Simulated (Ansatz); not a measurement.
# BrH3O2Zn: the cost of one run

All numbers below are computed with Ansatz 0.2.0 (RKS BLYP-D4/def2-SVP).

## 1. The structure to begin with

Bond lengths: Zn1–O2 2.140 Å, O2–H3 1.010 Å, Zn1–O4 1.790 Å, O4–H5 1.010 Å, Zn1–Br6 2.720 Å, Br6–H7 1.760 Å. Angles: Zn1–O2–H3 109.5°, O2–Zn1–O4 180.0°, O2–Zn1–Br6 71.6°, O4–Zn1–Br6 108.4°, Zn1–O4–H5 109.5°, Zn1–Br6–H7 59.5°.

Coordinates:

```xyz
7

Zn    0.0000    0.0000    0.0000
O     0.0000    0.0000    2.1400
H    -0.9095   -0.2814    2.4771
O     0.0000    0.0000   -1.7900
H     0.2547   -0.9174   -2.1271
Br    2.4872   -0.6903    0.8577
H     1.2106   -0.3360    2.0160
```

## 2. Pulling towards end A

Springs on the bonds that form and break draw the guess towards this end; the thresholds are loose.

The input, input.yaml:

```yaml
crystal:
  periodic: [false, false, false]
  atoms:
    - { symbol: Zn, position_ang: [0.0, 0.0, 0.0] }
    - { symbol: O, position_ang: [0.0, 0.0, 2.14] }
    - { symbol: H, position_ang: [-0.9095, -0.2814, 2.4771] }
    - { symbol: O, position_ang: [0.0, 0.0, -1.79] }
    - { symbol: H, position_ang: [0.2547, -0.9174, -2.1271] }
    - { symbol: Br, position_ang: [2.4872, -0.6903, 0.8577] }
    - { symbol: H, position_ang: [1.2106, -0.336, 2.016] }
basis:
  gaussian: { orbitals: def2-SVP }
hamiltonian:
  xc: blyp
  dispersion: d4
relax:
  f_tol: 0.15
  max_steps: 25
  restrain:
    - { distance: [0, 5], at: 3.62, k: 30.0 }
    - { distance: [6, 1], at: 2.21, k: 30.0 }
    - { distance: [0, 1], at: 1.79, k: 30.0 }
    - { distance: [6, 5], at: 1.55, k: 30.0 }
```

Run with:

```bash
> ansatz run input.yaml --threads 2 --pin off --max-ram 3072MiB --backend cpu --events-out ev --progress --plain --runs-dir out
```

What time and memory should one allow on 2 threads of Arm Neoverse V1, shared host?

About 22 s, with a peak of 0.15 GiB.
